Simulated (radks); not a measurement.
# Er inside a hard spherical wall

An exercise on one series of results from a longer session: the logs are not shown, and one member is left open.

Program: radks (a radial shooting solver on a logarithmic mesh, Libxc functionals) version 1. Level of theory: scalar-relativistic Kohn-Sham, LDA (Slater exchange, Perdew-Wang correlation), spin-polarised, spherical densities, finite nucleus; open shells are filled with parallel spins first. These are calculated values, not measurements, unless marked.

**What is computed**

| Property | Result |
| --- | --- |
| element | erbium (Z = 68) |
| charge | 0 |
| electrons | 68 |
| configuration | [Xe] 4f12 6s2 |
| nuclear rms radius | 5.2516 fm |

Outer shells as boxes (Hund's rule):

Er
```
[Xe] core
4f [↑↓][↑↓][↑↓][↑↓][↑↓][↑ ][↑ ]
6s [↑↓]
```

Set-up of the first run:

The run's settings:

```text
Z 68
configuration [Xe] 4f12 6s2 5d0 6p0 7s0
relativity scalar-relativistic
functional lda,pw
spin polarised
nucleus finite rms 5.2516 fm
c 137.035999084
```

On the command line:

```bash
$ python run_ks.py task.json out
```

This one command runs every case of the session in turn.

Among the steps run: The free atom; Wall at 20 bohr; Wall at 10 bohr; Wall at 8 bohr; Wall at 7 bohr; Wall at 6 bohr; Wall at 5 bohr; Wall at 4 bohr; Wall at 3 bohr; Wall at 2.5 bohr; Wall at 2 bohr.

One of the session's tables, all rows but one given; the rest of the session is left out.

```
R (bohr)  E − E(free) (eV)  ε(6s) (eV)  ε(6p, empty) (eV)  ε(5d, empty) (eV)  ε(7s, empty) (eV)
    free             0.000      -4.012             -1.193             -1.137             -0.076
      20             0.000      -4.012             -1.192             -1.137              0.042
      10             0.053      -3.906             -0.870             -0.991              2.357
       8             0.378      -3.491             -0.029             -0.535              5.745
       7             0.988      -2.896              1.039              0.033              9.402
       6             2.592      -1.608              3.187              1.097             16.073
       5             7.041       1.389              7.855              3.173             29.241
       4            21.325       9.481             19.473              7.814             58.666
       3                 ?           ?                  ?                  ?                  ?
     2.5            194.50      78.295             103.46             40.107             237.20
       2            526.65      177.16             213.79             84.572             449.12
```

Q: Estimate the row for R (bohr) = 3 from the others.

Worked estimate for «E − E(free) (eV)». A straight line through the neighbours (4, 21.325) and (2.5, 194.50) gives 21.325 + (194.50 − 21.325) × (3 − 4) / (2.5 − 4) = 136.775; a parabola fitted to 4 rows on both sides gives 121.829.

The run gave: E − E(free) (eV): 83.533; ε(6s) (eV): 37.599; ε(6p, empty) (eV): 55.512; ε(5d, empty) (eV): 21.562; ε(7s, empty) (eV): 139.13. In «E − E(free) (eV)» the line misses by +53.242 and the parabola by +38.296.

From R = 5 bohr inwards the highest occupied level lies above zero, pushed up by confinement. Shells are not refilled when levels cross, and a hard wall is a model, not a crystal.
